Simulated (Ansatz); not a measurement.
# C₇H₉N: one species, many methods

An exercise on one series of results from a longer session: the logs are not shown, and one member is left open.

The runs use Ansatz 0.2.0, Gaussian basis; functionals in def2-TZVPP, the program's frozen cores in correlated methods.

Plan: LDA (SPW92), PBE-D4, revPBE-D4, BLYP-D4, r2SCAN-D4, B97M-V, PBE0-D4, B3LYP-D4, r2SCANh-D4, r2SCAN0-D4, HSE06-D4, BHLYP-D4, CAM-B3LYP-D4, LC-ωPBE, ωB97X-V, ωB97M-V, B2PLYP, PBE-QIDH; CCSD(T)/def2-SVP; CCSD(T)/def2-TZVPP; MP2/def2-QZVPP; extrapolation to the limit; RPA on PBE.

### The relaxed structure

An earlier PBE0-D4 in a triple-zeta def2 set relaxation fixed the geometry.

SMILES `Cc1ccc(N)cc1`, 17 atoms, charge 0, spin multiplicity 1.

Atoms are counted from 1 here; the program's logs count them from 0.

Bond lengths: C1–C2 1.499 Å, C1–H9 1.092 Å, C1–H10 1.092 Å, C1–H11 1.095 Å, C2–C3 1.391 Å, C2–C8 1.391 Å, C3–C4 1.384 Å, C3–H12 1.086 Å, C4–C5 1.394 Å, C4–H13 1.086 Å, C5–N6 1.389 Å, C5–C7 1.394 Å, N6–H14 1.007 Å, N6–H15 1.007 Å, C7–C8 1.384 Å, C7–H16 1.086 Å, C8–H17 1.086 Å. Angles: C2–C1–H9 111.4°, C2–C1–H10 111.4°, C2–C1–H11 111.4°, H9–C1–H10 107.9°, H9–C1–H11 107.3°, H10–C1–H11 107.3°, C1–C2–C3 121.4°, C1–C2–C8 121.4°, C3–C2–C8 117.2°, C2–C3–C4 121.8°, C2–C3–H12 119.3°, C4–C3–H12 118.9°, C3–C4–C5 120.6°, C3–C4–H13 119.8°, C5–C4–H13 119.5°, C4–C5–N6 121.0°, C4–C5–C7 118.0°, N6–C5–C7 121.0° and more.

Geometry (Å):

```xyz
17
C7H9N
C     1.4509   -2.2650    0.2864
C     0.6479   -1.0096    0.1283
C     0.7780   -0.2026   -0.9973
C     0.0183    0.9417   -1.1650
C    -0.9096    1.3268   -0.1979
N    -1.7144    2.4432   -0.3845
C    -1.0444    0.5266    0.9360
C    -0.2773   -0.6148    1.0891
H     1.6338   -2.4903    1.3392
H     2.4188   -2.1838   -0.2128
H     0.9334   -3.1279   -0.1457
H     1.4959   -0.4733   -1.7656
H     0.1446    1.5479   -2.0566
H    -1.3372    3.1403   -1.0054
H    -2.0791    2.8505    0.4611
H    -1.7582    0.8047    1.7052
H    -0.4016   -1.2144    1.9856
```

Set-up of the first run:

in.yaml

```yaml
crystal:
  periodic: [false, false, false]
  atoms:
    - {symbol: C, position_ang: [1.450940, -2.265012, 0.286426]}
    - {symbol: C, position_ang: [0.647899, -1.009560, 0.128264]}
    - {symbol: C, position_ang: [0.778027, -0.202619, -0.997308]}
    - {symbol: C, position_ang: [0.018335, 0.941732, -1.164959]}
    - {symbol: C, position_ang: [-0.909555, 1.326787, -0.197947]}
    - {symbol: N, position_ang: [-1.714419, 2.443153, -0.384510]}
    - {symbol: C, position_ang: [-1.044413, 0.526647, 0.936041]}
    - {symbol: C, position_ang: [-0.277321, -0.614821, 1.089065]}
    - {symbol: H, position_ang: [1.633825, -2.490345, 1.339212]}
    - {symbol: H, position_ang: [2.418793, -2.183754, -0.212811]}
    - {symbol: H, position_ang: [0.933448, -3.127852, -0.145750]}
    - {symbol: H, position_ang: [1.495858, -0.473313, -1.765598]}
    - {symbol: H, position_ang: [0.144642, 1.547897, -2.056628]}
    - {symbol: H, position_ang: [-1.337156, 3.140316, -1.005439]}
    - {symbol: H, position_ang: [-2.079078, 2.850509, 0.461066]}
    - {symbol: H, position_ang: [-1.758207, 0.804678, 1.705236]}
    - {symbol: H, position_ang: [-0.401630, -1.214442, 1.985629]}
basis:
  gaussian: {orbitals: def2-TZVPP}
hamiltonian: {xc: lda}
output: {orbitals: {seedname: orbitals}}
```

Run with:

```console
> ansatz run in.yaml --threads 2 --pin off --events-out ev --progress --plain --max-ram 32768MiB --backend cuda --devices 0, --max-vram 18GiB
```

Among the steps run: LDA; PBE-D4 (GGA); revPBE-D4 (GGA); BLYP-D4 (GGA); r2SCAN-D4 (meta-GGA); B97M-V (meta-GGA); PBE0-D4 (hybrid); B3LYP-D4 (hybrid); r2SCANh-D4 (hybrid); r2SCAN0-D4 (hybrid); HSE06-D4 (hybrid); BHLYP-D4 (hybrid); CAM-B3LYP-D4 (range-separated); LC-ωPBE (range-separated); ωB97X-V (range-separated); ωB97M-V (range-separated); B2PLYP (double hybrid); PBE-QIDH (double hybrid).

One of the session's tables, all rows but one given; the rest of the session is left out.

It belongs to the step «Orbital energies across the functionals». 

| functional | HOMO (eV) | gap (eV) |
| --- | --- | --- |
| LDA (SPW92) | -4.91 | 3.75 |
| PBE-D4 | -4.73 | 3.82 |
| revPBE-D4 | -4.66 | 3.85 |
| BLYP-D4 | -4.57 | 3.81 |
| r2SCAN-D4 | -4.89 | 4.15 |
| B97M-V | -4.90 | 4.21 |
| PBE0-D4 | -5.73 | 5.69 |
| B3LYP-D4 | -5.53 | 5.30 |
| r2SCANh-D4 | -5.27 | 4.85 |
| r2SCAN0-D4 | -5.84 | 5.90 |
| HSE06-D4 | -5.34 | 4.93 |
| BHLYP-D4 | -6.57 | 7.52 |
| CAM-B3LYP-D4 | -6.92 | 7.94 |
| LC-ωPBE | -8.15 | 10.20 |
| ωB97X-V | -7.83 | 9.85 |
| ωB97M-V | ? | ? |

Q: Estimate the row for ωB97M-V from the others.

As computed: HOMO (eV): -7.77; gap (eV): 9.70. In the column «HOMO (eV)» it lies between ωB97X-V (-7.83) and CAM-B3LYP-D4 (-6.92).
